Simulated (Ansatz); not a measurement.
**C₂H₆BClOSi: a ladder of functionals and wavefunction methods**

How much do the methods differ for C₂H₆BClOSi? The plan is to run it at one geometry with functionals of several rungs and with coupled cluster. The yardstick is the atomisation energy at the CCSD(T) limit.

Computed with Ansatz 0.2.0, Gaussian basis. Level: functionals in def2-TZVPP, the program's frozen cores in correlated methods.

The runs, in order: PBE-D4, r2SCAN-D4, PBE0-D4, B3LYP-D4, ωB97X-V, ωB97M-V, B2PLYP; CCSD(T)/def2-TZVPP; MP2/def2-QZVPP; extrapolation to the limit.

## Step 1: Structure used throughout

The geometry comes from an earlier relaxation with PBE0-D4 in a triple-zeta def2 set; it is a stationary point, not always the lowest conformer.

12 atoms, charge 0, spin multiplicity 1.

Atoms are counted from 1 here; the program's logs count them from 0.

Bond lengths: C1–C2 1.338 Å, C1–H7 1.081 Å, C1–H8 1.087 Å, C2–O3 1.364 Å, C2–B4 1.555 Å, O3–H9 0.963 Å, B4–Si5 2.022 Å, B4–Cl6 1.750 Å, Si5–H10 1.489 Å, Si5–H11 1.489 Å, Si5–H12 1.487 Å. Angles: C2–C1–H7 119.8°, C2–C1–H8 122.5°, H7–C1–H8 117.6°, C1–C2–O3 123.5°, C1–C2–B4 124.0°, O3–C2–B4 112.5°, C2–O3–H9 110.0°, C2–B4–Si5 120.8°, C2–B4–Cl6 119.4°, Si5–B4–Cl6 119.8°, B4–Si5–H10 109.9°, B4–Si5–H11 109.9°, B4–Si5–H12 111.5°, H10–Si5–H11 108.1°, H10–Si5–H12 108.7°, H11–Si5–H12 108.7°.

## Step 2: PBE-D4 (GGA)

Contents of in.yaml:

```yaml
crystal:
  periodic: [false, false, false]
  atoms:
    - {symbol: C, position_ang: [-1.066579, 1.488187, 1.231183]}
    - {symbol: C, position_ang: [-0.192478, 0.762596, 0.524351]}
    - {symbol: O, position_ang: [1.112360, 1.119543, 0.347657]}
    - {symbol: B, position_ang: [-0.545462, -0.576963, -0.183032]}
    - {symbol: Si, position_ang: [0.857103, -1.601973, -1.218256]}
    - {symbol: Cl, position_ang: [-2.177338, -1.199853, -0.077068]}
    - {symbol: H, position_ang: [-2.088017, 1.149719, 1.333289]}
    - {symbol: H, position_ang: [-0.793711, 2.420894, 1.717934]}
    - {symbol: H, position_ang: [1.290635, 1.950388, 0.800564]}
    - {symbol: H, position_ang: [1.396800, -0.754345, -2.317343]}
    - {symbol: H, position_ang: [1.985693, -1.966076, -0.317354]}
    - {symbol: H, position_ang: [0.297993, -2.847420, -1.808127]}
basis:
  gaussian: {orbitals: def2-TZVPP}
hamiltonian: {xc: pbe, dispersion: d4}
output: {forces: true, orbitals: {seedname: orbitals}}
```

The run is started by

```
ansatz run in.yaml --threads 4 --pin off --events-out ev --progress --plain --max-ram 10444MiB
```

Further steps of the session: r2SCAN-D4 (meta-GGA); PBE0-D4 (hybrid); B3LYP-D4 (hybrid); ωB97X-V (range-separated); ωB97M-V (range-separated); B2PLYP (double hybrid); CCSD(T) in def2-TZVPP; MP2 in def2-QZVPP.

Q: Predict the results of all the runs planned. Wanted: atomisation energy, CCSD(T)/CBS; farthest; mean size of error, hybrid; mean size of error, range-separated; gap, smallest and largest; T1 diagnostic; triples share of the correlation energy.

The runs gave:

```
                               quantity                                value
        atomisation energy, CCSD(T)/CBS                        4449.1 kJ/mol
 functionals within 22.2 kJ/mol (0.5 %)                    B3LYP-D4, ωB97X-V
                               farthest               PBE-D4 (+117.6 kJ/mol)
             mean size of error, hybrid                          21.6 kJ/mol
    mean size of error, range-separated                          23.8 kJ/mol
              gap, smallest and largest  2.87 eV (PBE-D4), 9.32 eV (ωB97X-V)
                          T1 diagnostic                               0.0136
triples share of the correlation energy                                4.2 %
```

**Reading.** PBE-D4 misses by +117.6 kJ/mol. Double hybrids carry the basis error of their MP2 part in triple zeta, and no dispersion term here, so their miss is partly the set-up's. Misses under about 22.2 kJ/mol are within the doubt on the reference itself, which lacks core-valence correlation, relativity and higher excitations. Hartree-Fock recovers 74 % of the binding; the rest is correlation. The gap grows from 2.9 to 9.3 eV across the functionals, mostly with the share of exact exchange. The restricted reference is unstable towards a spin-broken one.
